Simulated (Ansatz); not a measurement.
# NaCl: the cost of one run

Method: DFT LDA, all-electron LAPW, scalar-relativistic unless said, in Ansatz 0.2.0.

The COD entry's cell or inner coordinates are ideal or old and differ from later refinements, so a difference from it is no clean test against experiment.

### Step 1. The starting structure

The structure is cubic, space group Fm-3m (No. 225). The conventional cell has a = 5.620 Å, b = 5.620 Å, c = 5.620 Å, α = 90.00°, β = 90.00°, γ = 90.00°. Around Na (site symmetry m-3m) lie 6 Cl at 2.81 Å. Cl (site symmetry m-3m) has 6 Na at 2.81 Å as nearest neighbours.

Structure file:

```xyz
2
Lattice="0.0000 2.8100 2.8100 2.8100 0.0000 2.8100 2.8100 2.8100 0.0000" Properties=species:S:1:pos:R:3 pbc="T T T"
Na    0.0000    0.0000    0.0000
Cl    2.8100    2.8100    2.8100
```

Cartesian axes are those of the input's lattice vectors. The structure goes back to a database entry.

### Step 2. Ansatz LAPW in place of Elk, fine mesh, LAPW

File input.yaml:

```yaml
crystal:
  lattice:
    - [0.0, 2.81, 2.81]
    - [2.81, 0.0, 2.81]
    - [2.81, 2.81, 0.0]
  atoms:
    - { symbol: Na, position: [0.0, 0.0, 0.0] }
    - { symbol: Cl, position: [0.5, 0.5, 0.5] }
kpoints:
  mp_grid: { grid: [8, 8, 8] }
scf:
  occupations: { method: fixed }
hamiltonian:
  xc: lda
  pseudopotentials: { kind: all_electron, lapw: { basis_error: 0.001 } }
output:
  forces: true
  stress: true
  eigenvalues: true
  eigenstates:
    nscf_kmesh: { grid: [16, 16, 16] }
    de_dk: true
    e_range: [-9, 14.74063]
  optics:
    e_range: [0, 30]
    de: 0.2
    sigma: 0.15
    bands: { spectra_wanted_up_to: 30 }
    nscf_kmesh: { grid: [16, 16, 16] }
checkpoint:
  write: ck
  write_wavefunctions: false
```

Started as:

```bash
$ ansatz run input.yaml --threads 1 --pin off --max-ram 3072MiB --backend cpu --events-out ev --progress --plain --runs-dir out
```

What time and memory should one allow on 1 thread of Arm Neoverse V1, shared host?

About 1.7 min, with a peak of 0.35 GiB.
